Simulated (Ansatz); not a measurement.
# AlCu5: the cost of one run

Computed with Ansatz 0.2.0 (DFT r2SCAN, scalar-relativistic, plane waves, PAW).

1 further run of the same task is left out (it didn't finish). Runs told in other sessions of the task aren't counted.

### 1 The structure to begin with

Symmetry: Pmmm, No. 47, orthorhombic system. The conventional cell has a = 2.655 Å, b = 3.576 Å, c = 7.835 Å, α = 90.00°, β = 90.00°, γ = 90.00°. Al (site symmetry mmm) is surrounded by 10 Cu at 2.60 to 2.64 Å and 2 Al at 2.65 Å. Cu (site symmetry mm2) has 11 Cu at 2.56 to 2.65 Å and 1 Al at 2.64 Å in its first shell of neighbours. Cu (site symmetry mm2) is surrounded by 8 Cu at 2.58 to 2.67 Å and 4 Al at 2.60 Å. Cu (site symmetry mmm) has 12 Cu at 2.57 to 2.65 Å in its first shell of neighbours.

Coordinates:

```
CELL_PARAMETERS angstrom
2.65489 0.00000 0.00000
0.00000 3.57630 0.00000
0.00000 0.00000 7.83549
ATOMIC_POSITIONS crystal
Al 0.50000 0.50000 0.50000
Cu 0.50000 0.50000 0.83634
Cu 0.00000 0.00000 0.67044
Cu 0.00000 0.00000 0.32956
Cu 0.50000 0.50000 0.16366
Cu 0.00000 0.00000 0.00000
```

It is the end of an earlier relaxation with the same method, from a generated guess; it needn't be the stable form of this composition. At a tolerance of 0.05 Å it has space group Pmmm (No. 47); it has 12.40 Å³/atom, an uncorrected energy of -0.09 eV/atom over the elements and, on its mesh, gap none (metal).

### 2 Level of theory: r2SCAN

Contents of input.yaml:

```yaml
crystal:
  lattice:
    - [2.6548894431, 0.0, 0.0]
    - [0.0, 3.5763012524, 0.0]
    - [0.0, 0.0, 7.8354949092]
  atoms:
    - { symbol: Al, position: [0.5, 0.5, 0.5] }
    - { symbol: Cu, position: [0.5, 0.5, 0.8363362798] }
    - { symbol: Cu, position: [0.0, 0.0, 0.6704430126] }
    - { symbol: Cu, position: [0.0, 0.0, 0.3295569874] }
    - { symbol: Cu, position: [0.5, 0.5, 0.1636637202] }
    - { symbol: Cu, position: [0.0, 0.0, 0.0] }
basis:
  ecutwfc: 500
kpoints:
  mp_grid: { grid: [14, 12, 6] }
  band_path:
    path:
      - [[0.0, 0.0, 0.0], [0.5, 0.0, 0.0], [0.5, 0.5, 0.0], [0.0, 0.5, 0.0], [0.0, 0.0, 0.0], [0.0, 0.0, 0.5], [0.5, 0.0, 0.5], [0.5, 0.5, 0.5], [0.0, 0.5, 0.5], [0.0, 0.0, 0.5]]
      - [[0.5, 0.0, 0.0], [0.5, 0.0, 0.5]]
      - [[0.0, 0.5, 0.0], [0.0, 0.5, 0.5]]
      - [[0.5, 0.5, 0.0], [0.5, 0.5, 0.5]]
    npoints: 14
hamiltonian:
  xc: r2scan
scf:
  occupations: { method: gaussian, width: 0.1 }
  n_extra_bands: 15
output:
  forces: true
  stress: true
  eigenvalues: true
  populations: true
  dos: { projected: true, de: 0.02, nscf_kmesh: { grid: [17, 15, 8] } }
  bader: true
  write_density: true
  write_potential: true
  elf: true
  volumetric_format: npy
```

On the command line:

```
ansatz run input.yaml --threads 4 --pin off --max-ram 8192MiB --backend cpu --events-out ev --progress --plain --runs-dir out
```

Q: Estimate wall time and peak memory on 4 threads of Intel Xeon Platinum 8259CL at 2.50GHz (Skylake/Cascade Lake), shared host.

About 2.2 min, with a peak of 1.7 GiB.
